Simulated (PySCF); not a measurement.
# The bond of HgSb, level by level

One table from this session's results is given with a row withheld; the runs are named, their logs left out.

Method: Hg def2-SVP with ECP60, Sb def2-SVP with ECP28, scalar-relativistic core potentials; program: PySCF 2.14.0.

The first run:

Settings of the job:

```json
{
  "atoms": "Hg, Sb",
  "charge": "0",
  "basis": "Hg def2-SVP with ECP60, Sb def2-SVP with ECP28",
  "Hamiltonian": "scalar-relativistic core potentials",
  "basis functions": "58",
  "electrons treated": "43",
  "masses in u": "201.9706, 120.9038",
  "levels": "PBE0, PBE, r²SCAN, M06, LDA, B97-3, HSE06, HF, MP2, SCS-MP2",
  "grid": "80 radial by 434 angular points",
  "occupations": "held fixed by the projection of orbital angular momentum",
  "dissociation limit": "Hg + Sb, each in its ground configuration",
  "starting distance in angstrom": "2.740",
  "values of 2S to try": "1, 3"
}
```

Steps of the session up to this table: Input; First curve: PBE0; Other states along the same grid; PBE (GGA); r²SCAN (meta-GGA); M06 (hybrid meta-GGA); LDA (local density); B97-3 (global hybrid GGA); HSE06; UHF (mean field).

One table of the session follows, with a row left open; its other results are not shown here.

Energy (eV) from each level's lowest point:

| R (Å) | UHF | UHF-MP2 | UHF-SCS-MP2 | LDA | PBE |
| --- | --- | --- | --- | --- | --- |
| 3.026 | 0.420 | 0.235 | 0.297 | 0.000 | 0.043 |
| 3.166 | 0.315 | 0.150 | 0.199 | 0.012 | 0.011 |
| 3.307 | ? | ? | ? | ? | ? |
| 3.413 | 0.187 | 0.062 | 0.094 | 0.063 | 0.000 |
| 3.518 | 0.148 | 0.040 | 0.066 | 0.088 | 0.003 |
| 3.623 | 0.115 | 0.025 | 0.045 | 0.113 | 0.009 |
| 3.764 | 0.080 | 0.011 | 0.025 | 0.144 | 0.017 |
| 3.940 | 0.047 | 0.003 | 0.010 | 0.178 | 0.028 |
| 4.151 | 0.021 | 0.000 | 0.002 | 0.212 | 0.040 |
| 4.433 | 0.000 | 0.003 | 0.000 | 0.247 | 0.053 |

**Question.** Estimate the row for R (Å) = 3.307.

Worked estimate for «UHF». A straight line through the neighbours (3.166, 0.315) and (3.413, 0.187) gives 0.315 + (0.187 − 0.315) × (3.307 − 3.166) / (3.413 − 3.166) = 0.242; a parabola fitted to 4 rows on both sides gives 0.234.

As computed: UHF: 0.235; UHF-MP2: 0.092; UHF-SCS-MP2: 0.131; LDA: 0.039; PBE: 0.000. In «UHF» the line misses by +0.007 and the parabola by -0.001.

The other levels ran on the lowest alone.

Caveats from the session: The bond is weak, and basis-set superposition, which was not computed, may be a sizeable part of it.
